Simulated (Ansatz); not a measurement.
# CH5BN2 (SMILES NC1BN1): PBE/cc-pVDZ

Aim: the electronic atomisation energy of CH5BN2 at PBE/cc-pVDZ, from 5 runs. 

The results are computed with Ansatz 0.2.0.

74 further runs of the same task are left out: 74 set aside as unsound or not needed.

### Step 1. The system as given

CH5BN2 has 9 atoms, charge 0, and is taken as a singlet. SMILES: `NC1BN1`. The shape is that of a PBE0-D4/def2-TZVP optimisation. This is one conformer, not always the lowest.

Bond lengths: N1–C2 1.431 Å, C2–B3 1.561 Å, C2–N4 1.467 Å, B3–N4 1.341 Å, N1–H5 1.010 Å, N1–H6 1.010 Å, C2–H7 1.092 Å, B3–H8 1.184 Å, N4–H9 1.004 Å. Some angles: N1–C2–B3 121.1°, N1–C2–N4 117.3°, B3–C2–N4 52.5°, C2–B3–N4 60.2°, C2–N4–B3 67.4°, N1–C2–H7 115.1°, B3–C2–H7 121.0°, N4–C2–H7 113.6°, C2–N1–H5 112.4°, C2–N1–H6 112.7°.

### Step 2. A single-point energy at PBE/cc-pVDZ

The input, input.yaml:

```yaml
crystal:
  periodic: [false, false, false]
  atoms:
    - {symbol: N, position_ang: [0.142900, 1.194400, -0.640600]}
    - {symbol: C, position_ang: [-0.364200, -0.077200, -0.222300]}
    - {symbol: B, position_ang: [0.591200, -1.194100, 0.303200]}
    - {symbol: "N", position_ang: [-0.130500, -0.469900, 1.171500]}
    - {symbol: H, position_ang: [0.784000, 1.117400, -1.417000]}
    - {symbol: H, position_ang: [-0.589900, 1.842600, -0.892400]}
    - {symbol: H, position_ang: [-1.366400, -0.317200, -0.582700]}
    - {symbol: H, position_ang: [1.414200, -2.039000, 0.194700]}
    - {symbol: H, position_ang: [-0.392800, -0.103200, 2.068300]}
basis:
  gaussian:
    orbitals: cc-pVDZ
hamiltonian:
  xc: pbe
accuracy: high
output: {orbitals: {seedname: orbitals}}
```

Run with:

```sh
$ ansatz run input.yaml --threads 1 --pin off --max-ram 3480MiB --events-out events.jsonl --progress --plain --runs-dir runs
```

Output:

```text
Warning: RAYON_NUM_THREADS=1 ignored (pool sized by the plan → 1); use --threads N
Functional definition: PBE
  name "PBE"
  parameter kappa = 0.804
  parameter beta = 0.06672455060314922
  exchange = pbe_x(kappa = kappa, mu = beta*pi^2/3)
  correlation = pbe_c(beta = beta)
1915 factors; integrals over basis functions are off by at most 3.1e-9 eV
mean field evaluation 1: about -4757.3632 eV, gradient 6.9e1 eV
mean field evaluation 2: about -4728.6350 eV, gradient 1.3e2 eV
mean field evaluation 4: about -4767.4449 eV, gradient 1.2e1 eV
mean field evaluation 8: about -4767.7249 eV, gradient 1.5e-1 eV
mean field evaluation 16: about -4767.7249 eV, gradient 2.0e-6 eV
mean field -4767.72493455 eV, -175.2106596646 hartree, gradient 2.9e-8 eV, S^2 0.000000; 0 other end points of the search recorded, 0 dependent functions left out
reference -4767.72493783 eV, -175.2106597851 hartree; 15, 15 occupied and 66, 66 virtual orbitals, 1915 factors
Total energy: -4767.72493783 eV, -175.2106597851 hartree
```

Run time: 4.2 s. Hardware: 1 thread of Arm Neoverse V2, shared host; peak memory 0.2 GiB.

### Step 3. The B atom at the same level

The input, input.yaml:

```yaml
crystal:
  periodic: [false, false, false]
  atoms:
    - {symbol: B, position_ang: [0.000000, 0.000000, 0.000000]}
basis:
  gaussian:
    orbitals: cc-pVDZ
hamiltonian:
  xc: {name: PBE}
accuracy: high
magnetization:
  spin_polarized: true
  initial_magnetization: 1
```

Run the same way, it converges to -24.60721 Eh (log not shown).

### Step 4. The C atom

The input, job.yaml:

```yaml
crystal:
  periodic: [false, false, false]
  atoms:
    - {symbol: C, position_ang: [0.000000, 0.000000, 0.000000]}
basis:
  gaussian: {orbitals: cc-pVDZ}
magnetization: {spin_polarized: true, initial_magnetization: 2}
hamiltonian: {xc: pbe}
accuracy: high
```

Run the same way, it converges to -37.78854 Eh (log not shown).

### Step 5. The H atom at the same level

The input, run.yaml:

```yaml
crystal:
  periodic: [false, false, false]
  atoms:
    - {symbol: H, position_ang: [0.000000, 0.000000, 0.000000]}
basis:
  gaussian:
    orbitals: cc-pVDZ
magnetization:
  spin_polarized: true
  initial_magnetization: 1
hamiltonian:
  xc: {name: PBE}
accuracy: high
```

Run with:

```sh
$ ansatz run run.yaml --threads 1 --pin off --max-ram 3480MiB --events-out events.jsonl --progress --plain --runs-dir runs
```

Output:

```text
Warning: RAYON_NUM_THREADS=1 ignored (pool sized by the plan → 1); use --threads N
Functional definition: PBE
  name "PBE"
  parameter kappa = 0.804
  parameter beta = 0.06672455060314922
  exchange = pbe_x(kappa = kappa, mu = beta*pi^2/3)
  correlation = pbe_c(beta = beta)
15 factors; integrals over basis functions are off by at most 4.6e-8 eV
mean field evaluation 1: about -13.5665 eV, gradient 4.0e-1 eV
mean field evaluation 2: about -13.5663 eV, gradient 4.0e-1 eV
mean field evaluation 4: about -13.5684 eV, gradient 5.5e-6 eV
mean field evaluation 8: about -13.5684 eV, gradient 1.6e-10 eV
mean field -13.56836056 eV, -0.4986280535 hartree, gradient 1.2e-10 eV, S^2 0.750000; 0 other end points of the search recorded, 0 dependent functions left out
reference -13.56836236 eV, -0.4986281198 hartree; 1, 0 occupied and 4, 5 virtual orbitals, 15 factors
Total energy: -13.56836236 eV, -0.4986281198 hartree
```

Run time: 0.1 s. Hardware: 1 thread of Arm Neoverse V2, shared host.

### Step 6. The N atom

The input, in.yaml:

```yaml
crystal:
  periodic: [false, false, false]
  atoms:
    - symbol: "N"
      position_ang: [0.000000, 0.000000, 0.000000]
basis:
  gaussian:
    orbitals: cc-pVDZ
total_charge: 0
accuracy: high
hamiltonian:
  xc: pbe
magnetization:
  spin_polarized: true
  initial_magnetization: 3
```

Run the same way, it converges to -54.51718 Eh (log not shown).

### Step 7. Results

Level: PBE/cc-pVDZ.

```
                     quantity          value
       molecule: total energy  -175.21066 Eh
        molecule: HOMO energy       -5.04 eV
        molecule: LUMO energy       -0.37 eV
      molecule: HOMO–LUMO gap        4.67 eV
         B atom: total energy   -24.60721 Eh
                 B atom: ⟨S²⟩          0.753
         C atom: total energy   -37.78854 Eh
                 C atom: ⟨S²⟩          2.002
         H atom: total energy    -0.49863 Eh
                 H atom: ⟨S²⟩          0.750
         N atom: total energy   -54.51718 Eh
                 N atom: ⟨S²⟩          3.751
electronic atomisation energy      35.032 eV
```

**Reading.** Taking the molecule apart into free atoms costs 35.03 eV (808 kcal/mol), before zero-point energy and without spin-orbit coupling.
